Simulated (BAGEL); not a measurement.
**HF/3-21G (density fitting with qzvpp-jkfit) run of SiHCl3O (SMILES O[Si](Cl)(Cl)Cl)**

What is the electronic atomisation energy of SiHCl3O at HF/3-21G (density fitting with qzvpp-jkfit)? 

The results are computed with BAGEL 1.2.2.

12 further runs of the same task are left out: 12 set aside as unsound or not needed.

## (1) The system as given

SiHCl3O has 6 atoms, charge 0, and is taken as a singlet. SMILES: `O[Si](Cl)(Cl)Cl`. The coordinates come from a PBE0-D4/def2-TZVP relaxation.

Bond lengths: O1–Si2 1.617 Å, Si2–Cl3 2.031 Å, Si2–Cl4 2.031 Å, Si2–Cl5 2.017 Å, O1–H6 0.960 Å. Angles: O1–Si2–Cl3 111.3°, O1–Si2–Cl4 111.3°, O1–Si2–Cl5 106.6°, Cl3–Si2–Cl4 107.8°, Cl3–Si2–Cl5 109.9°, Cl4–Si2–Cl5 109.9°, Si2–O1–H6 118.4°.

## (2) The energy at HF/3-21G (density fitting with qzvpp-jkfit)

File input.json:

```json
{ "bagel": [

{
  "title": "molecule",
  "basis": "3-21g",
  "df_basis": "qzvpp-jkfit",
  "angstrom": "true",
  "geometry": [
    { "atom": "O", "xyz": [   -0.778500,    0.456100,    0.986200 ] },
    { "atom": "Si", "xyz": [    0.185900,    0.049000,   -0.245600 ] },
    { "atom": "Cl", "xyz": [    1.819700,   -0.969100,    0.401800 ] },
    { "atom": "Cl", "xyz": [   -0.787000,   -1.126700,   -1.586000 ] },
    { "atom": "Cl", "xyz": [    0.754300,    1.771600,   -1.126800 ] },
    { "atom": "H", "xyz": [   -1.152300,   -0.245000,    1.524300 ] }
  ]
},
{ "title": "hf" },
{ "title": "print", "file": "orbitals.molden", "orbitals": "true" }

]}
```

Started as:

```bash
BAGEL_NUM_THREADS=1 BAGEL input.json > input.out
```

Standard output:

```text
* using 1 threads per process

  ===============================================================
  ===============================================================

  *** Geometry ***

  { "atom" : "O", "xyz" : [     -1.471152,      0.861904,      1.863648 ] },
  { "atom" : "Si", "xyz" : [      0.351300,      0.092597,     -0.464117 ] },
  { "atom" : "Cl", "xyz" : [      3.438735,     -1.831334,      0.759292 ] },
  { "atom" : "Cl", "xyz" : [     -1.487214,     -2.129154,     -2.997106 ] },
  { "atom" : "Cl", "xyz" : [      1.425420,      3.347839,     -2.129343 ] },
  { "atom" : "H", "xyz" : [     -2.177531,     -0.462983,      2.880510 ] },

  Number of auxiliary basis functions:      607

  Since a DF basis is specified, we compute 2- and 3-index integrals:
    o Being stored without compression. Storage requirement is 0.019 GB

  Number of basis functions:       63
  Number of electrons      :       74

    * METHOD: MOLECULE                             0.32

  *** RHF ***

  === Nuclear Repulsion ===
   449.8841242048

      * DIIS with orbital gradients will be used.

  === RHF iteration (3-21g) ===
      0      -1734.32741217          0.01806028           0.11
      1      -1734.44474752          0.00997761           0.11
      2      -1734.47497937          0.00099610           0.11
      3      -1734.47548257          0.00025656           0.11
      4      -1734.47554693          0.00004615           0.11
      5      -1734.47554945          0.00000988           0.11
      6      -1734.47554954          0.00000203           0.11
      7      -1734.47554954          0.00000048           0.11
      8      -1734.47554955          0.00000022           0.11
      9      -1734.47554955          0.00000007           0.11
     10      -1734.47554955          0.00000002           0.10
     11      -1734.47554955          0.00000000           0.11
    * SCF iteration converged.

    * Permanent dipole moment:
           (    0.539535,     0.528624,    -0.743048) a.u.

    * METHOD: HF                                   1.51

    * METHOD: PRINT                                0.01

  ===============================================================
```

It took 2 s on 1 thread of Arm Neoverse V1, shared host; peak memory 0.12 GiB.

## (3) The Cl atom at the same level

File input.json:

```json
{ "bagel" : [

{
  "title" : "molecule",
  "basis" : "3-21g",
  "df_basis" : "qzvpp-jkfit",
  "angstrom" : true,
  "geometry" : [
    { "atom" : "Cl", "xyz" : [       0.000000,       0.000000,       0.000000 ] }
  ]
},

{
  "title" : "uhf",
  "nopen" : 1
},

{
  "title" : "print",
  "file" : "orbitals.molden",
  "orbitals" : true
}

]}
```

Started as:

```bash
BAGEL_NUM_THREADS=1 BAGEL input.json > input.out
```

Standard output:

```text
* using 1 threads per process

  ===============================================================
  ===============================================================

  *** Geometry ***

  { "atom" : "Cl", "xyz" : [      0.000000,      0.000000,      0.000000 ] },

  Number of auxiliary basis functions:      128

  Since a DF basis is specified, we compute 2- and 3-index integrals:
    o Being stored without compression. Storage requirement is 0.000 GB

  Number of basis functions:       13
  Number of electrons      :       17

    * METHOD: MOLECULE                             0.02

  *** Open-shell HF ***

  === Nuclear Repulsion ===
     0.0000000000

      * DIIS with orbital gradients will be used.

  === UHF iteration (3-21g) ===
      0       -457.27445058          0.00939305           0.00
      1       -457.27633333          0.00180507           0.00
      2       -457.27647994          0.00051423           0.00
      3       -457.27650229          0.00009817           0.00
      4       -457.27650422          0.00003124           0.00
      5       -457.27650457          0.00000276           0.00
      6       -457.27650459          0.00000045           0.00
      7       -457.27650459          0.00000018           0.00
      8       -457.27650459          0.00000001           0.00
      9       -457.27650459          0.00000000           0.00
    * SCF iteration converged.

    * S^2 (UHF) is 0.7504

    * Permanent dipole moment:
           (   -0.000000,    -0.000000,    -0.000000) a.u.

    * METHOD: UHF                                  0.03

    * METHOD: PRINT                                0.00

  ===============================================================
```

Run time: 0.18 s. Hardware: 1 thread of Arm Neoverse V1, shared host.

## (4) The H atom, same level

File hf.json:

```json
{ "bagel": [

{
  "title": "molecule",
  "basis": "3-21g",
  "df_basis": "qzvpp-jkfit",
  "angstrom": true,
  "geometry": [
    { "atom": "H", "xyz": [    0.000000,    0.000000,    0.000000 ] }
  ]
},
{
  "title": "uhf",
  "nopen": 1
},
{
  "title": "print",
  "file": "orbitals.molden",
  "orbitals": true
}

]}
```

Run the same way, it converges to -0.49620 Eh (log not shown).

## (5) The O atom, same level

File hf.json:

```json
{ "bagel": [

{
  "title": "molecule",
  "basis": "3-21g",
  "df_basis": "qzvpp-jkfit",
  "angstrom": true,
  "geometry": [
    { "atom": "O", "xyz": [       0.000000,       0.000000,       0.000000 ] }
  ]
},

{ "title": "uhf", "nopen": 2 },

{ "title": "print", "file": "orbitals.molden", "orbitals": true }

]}
```

Started as:

```bash
BAGEL_NUM_THREADS=1 BAGEL hf.json > hf.out
```

Standard output:

```text
* using 1 threads per process

  ===============================================================
  ===============================================================

  *** Geometry ***

  { "atom" : "O", "xyz" : [      0.000000,      0.000000,      0.000000 ] },

  Number of auxiliary basis functions:       77

  Since a DF basis is specified, we compute 2- and 3-index integrals:
    o Being stored without compression. Storage requirement is 0.000 GB

  Number of basis functions:        9
  Number of electrons      :        8

    * METHOD: MOLECULE                             0.01

  *** Open-shell HF ***

  === Nuclear Repulsion ===
     0.0000000000

      * DIIS with orbital gradients will be used.

  === UHF iteration (3-21g) ===
      0        -74.38774432          0.02822767           0.00
      1        -74.39295470          0.00770985           0.00
      2        -74.39342859          0.00218198           0.00
      3        -74.39350053          0.00058964           0.00
      4        -74.39350590          0.00011977           0.00
      5        -74.39350641          0.00000224           0.00
      6        -74.39350641          0.00000087           0.00
      7        -74.39350641          0.00000022           0.00
      8        -74.39350641          0.00000001           0.00
    * SCF iteration converged.

    * S^2 (UHF) is 2.0011

    * Permanent dipole moment:
           (   -0.000000,    -0.000000,    -0.000000) a.u.

    * METHOD: UHF                                  0.02

    * METHOD: PRINT                                0.00

  ===============================================================
```

Wall time 0.16 s (1 thread of Arm Neoverse V1, shared host).

## (6) The Si atom at the same level

File input.json:

```json
{ "bagel" : [

{
  "title" : "molecule",
  "basis" : "3-21g",
  "df_basis" : "qzvpp-jkfit",
  "angstrom" : true,
  "geometry" : [
    { "atom" : "Si", "xyz" : [       0.000000,       0.000000,       0.000000 ] }
  ]
},

{ "title" : "uhf", "charge" : 0, "nopen" : 2 },

{ "title" : "print", "file" : "orbitals.molden", "orbitals" : true }

]}
```

Run the same way, it converges to -287.34439 Eh (log not shown).

## (7) What came out

At HF/3-21G (density fitting with qzvpp-jkfit):

| quantity | value |
| --- | --- |
| molecule: total energy | -1734.47555 Eh |
| molecule: dipole moment | 2.69 D |
| molecule: HOMO energy | -13.33 eV |
| molecule: LUMO energy | 2.88 eV |
| molecule: HOMO–LUMO gap | 16.21 eV |
| Cl atom: total energy | -457.27650 Eh |
| Cl atom: dipole moment | 0.00 D |
| Cl atom: ⟨S²⟩ | 0.750 |
| H atom: total energy | -0.49620 Eh |
| H atom: dipole moment | 0.00 D |
| H atom: ⟨S²⟩ | 0.750 |
| O atom: total energy | -74.39351 Eh |
| O atom: dipole moment | 0.00 D |
| O atom: ⟨S²⟩ | 2.001 |
| Si atom: total energy | -287.34439 Eh |
| Si atom: dipole moment | 0.00 D |
| Si atom: ⟨S²⟩ | 2.000 |
| electronic atomisation energy | 11.209 eV |

**Reading.** Taking the molecule apart into free atoms costs 11.21 eV (258 kcal/mol), before zero-point energy and without spin-orbit coupling. Hartree–Fock lacks the correlation of the bonding pairs, which as a rule makes this value much too low; in minimal bases other errors can mask that. The basis has no polarisation functions, which makes bonds too weak.
